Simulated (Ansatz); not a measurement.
Task: a geometry optimisation of ClF₂ISi, SMILES F[Si](F)(Cl)I, with the Ansatz DFT code, driven from Python. Give the script and its output. Level of theory: PBE0, def2-SVP basis, multiplicity 1.

```xyz
5

F     1.4964   -0.9148    0.0132
Si    0.0186   -0.1455    0.0738
F    -0.7148   -0.4959    1.4552
Cl   -1.0802   -0.7853   -1.4707
I     0.3300    2.2679   -0.1129
```

The script, `clf2isi.py`:
```python
import itertools

import ansatz
from ase.data import atomic_numbers, covalent_radii
import numpy as np


def main() -> None:
    mol = (
        ansatz.Crystal.molecule()
        .atom("F", (1.4964, -0.9148, 0.0132))
        .atom("Si", (0.0186, -0.1455, 0.0738))
        .atom("F", (-0.7148, -0.4959, 1.4552))
        .atom("Cl", (-1.0802, -0.7853, -1.4707))
        .atom("I", (0.33, 2.2679, -0.1129))
    )

    calc = (
        mol.calculation()
        .basis(gaussian="def2-SVP")
        .functional("pbe0")
    )
    symbols = [site.symbol for site in mol.cartesian_sites]
    start = np.array([site.position_ang for site in mol.cartesian_sites], dtype=float)
    def progress(event):
        if event["event"] == "relax_step":
            row = event["data"]
            print(f"step {row['step']:3d}  E = {row['lagrangian_ev']:.6f} eV  largest force component {row['allowed_force_max_ev_ang']:.4f} eV/A")


    data = calc.relax(force_tolerance=0.01, max_steps=100).session().plan().execute(on_event=progress).report
    end = np.array(data["positions_ang"])

    for key in ("converged", "free_energy_ev", "reference_energy_ev", "n_frozen", "n_occupied", "n_virtual"):
        print(f"{key:22s} {data[key]}")

    radius = [covalent_radii[atomic_numbers[s]] for s in symbols]
    span = lambda where, i, j: np.linalg.norm(where[i] - where[j])
    bonded = [(i, j) for i, j in itertools.combinations(range(len(symbols)), 2) if min(span(start, i, j), span(end, i, j)) < 1.2 * (radius[i] + radius[j])]
    print("pair        before    after (A)")
    for i, j in bonded:
        print(f"{symbols[i]}{i}-{symbols[j]}{j}".ljust(10), f"{span(start, i, j):8.4f} {span(end, i, j):8.4f}")

    charges = data["charge_distribution"]
    print("dipole moment", round(4.803205 * float(np.linalg.norm(charges["dipole_moment_e_ang"])), 3), "D")
    print("Mulliken:", [(s, round(q, 3)) for s, q in zip(symbols, charges["mulliken_charges_e"])])


if __name__ == "__main__":
    main()
```

`python clf2isi.py` gives:
```text
step   1  E = -33917.482980 eV  largest force component 1.9734 eV/A
step   2  E = -33917.546313 eV  largest force component 1.1775 eV/A
step   3  E = -33917.587909 eV  largest force component 0.3480 eV/A
step   4  E = -33917.591640 eV  largest force component 0.2389 eV/A
step   5  E = -33917.594900 eV  largest force component 0.0106 eV/A
step   6  E = -33917.594921 eV  largest force component 0.0006 eV/A
converged              True
free_energy_ev         -33917.59494104801
reference_energy_ev    -33917.59494104801
n_frozen               0
n_occupied             [37, 37]
n_virtual              [53, 53]
pair        before    after (A)
F0-Si1       1.6671   1.6013
Si1-F2       1.6028   1.6013
Si1-Cl3      2.0005   2.0263
Si1-I4       2.4406   2.3961
dipole moment 1.108 D
Mulliken: [('F', -0.302), ('Si', 0.941), ('F', -0.302), ('Cl', -0.196), ('I', -0.141)]
```

Caveats:
- Total energies depend on the basis set; only differences at equal settings carry meaning.
- The end point is the stationary point reached from this start; no frequency run checks that it is a minimum, and the basis set is modest.
- def2 sets replace the cores of elements past krypton by effective core potentials.
- Run time: 20 s on 1 thread of INTEL(R) XEON(R) PLATINUM 8581C CPU @ 2.30GHz (Emerald Rapids), on a shared host, peak memory 0.29 GiB.
